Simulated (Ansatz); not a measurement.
# C2H4BGa: the cost of one run

Program: Ansatz 0.2.0, Gaussian basis. Level of theory: the settings change from run to run. These are calculated values, not measurements.

**1. The relaxed structure**

The structure was relaxed beforehand with PBE0-D4 in a triple-zeta def2 set.

8 atoms, charge 0, spin multiplicity 1.

Atoms are counted from 1 here; the program's logs count them from 0.

Bond lengths: C1–C2 1.319 Å, C1–H5 1.089 Å, C1–H6 1.094 Å, C2–B3 1.427 Å, C2–Ga4 2.232 Å, B3–Ga4 2.432 Å, B3–H7 1.194 Å, B3–H8 1.229 Å. Angles: C2–C1–H5 122.3°, C2–C1–H6 122.8°, H5–C1–H6 114.9°, C1–C2–B3 175.7°, C1–C2–Ga4 96.4°, B3–C2–Ga4 80.0°, C2–B3–Ga4 64.7°, C2–B3–H7 125.9°, C2–B3–H8 116.5°, Ga4–B3–H7 138.2°, Ga4–B3–H8 66.1°, H7–B3–H8 117.4°, C2–Ga4–B3 35.3°.

Coordinates:

```xyz
8

C    -0.6714    0.8643   -0.9230
C     0.1936    0.1010   -0.2833
B     1.0463   -0.7791    0.4475
Ga   -1.0981   -0.3023    1.4916
H    -0.8882    0.7369   -1.9828
H    -1.2083    1.6860   -0.4393
H     2.2051   -0.6028    0.6748
H     0.5132   -1.7611    0.9588
```

**2. wB97X/aug-cc-pVDZ**

This run has atoms shaken by 0.03 Å.

Input file in.yaml:

```yaml
crystal:
  periodic: [false, false, false]
  atoms:
    - {symbol: C, position_ang: [-0.653151, 0.837181, -0.913323]}
    - {symbol: C, position_ang: [0.194140, 0.083895, -0.320530]}
    - {symbol: B, position_ang: [1.023280, -0.793695, 0.459919]}
    - {symbol: Ga, position_ang: [-1.070130, -0.263956, 1.488476]}
    - {symbol: H, position_ang: [-0.904801, 0.712065, -1.973600]}
    - {symbol: H, position_ang: [-1.196205, 1.659928, -0.500039]}
    - {symbol: H, position_ang: [2.266227, -0.601234, 0.683161]}
    - {symbol: H, position_ang: [0.551013, -1.764330, 0.945572]}
basis:
  gaussian: {orbitals: aug-cc-pVDZ}
hamiltonian: {xc: {name: wB97X}}
output: {forces: true}
```

Run with:

```bash
ansatz run in.yaml --threads 2 --pin off --events-out ev --progress --plain --max-ram 4352MiB
```

Q: Estimate wall time and peak memory on 2 threads of Arm Neoverse V2, shared host.

About 11 s, with a peak of 0.51 GiB.
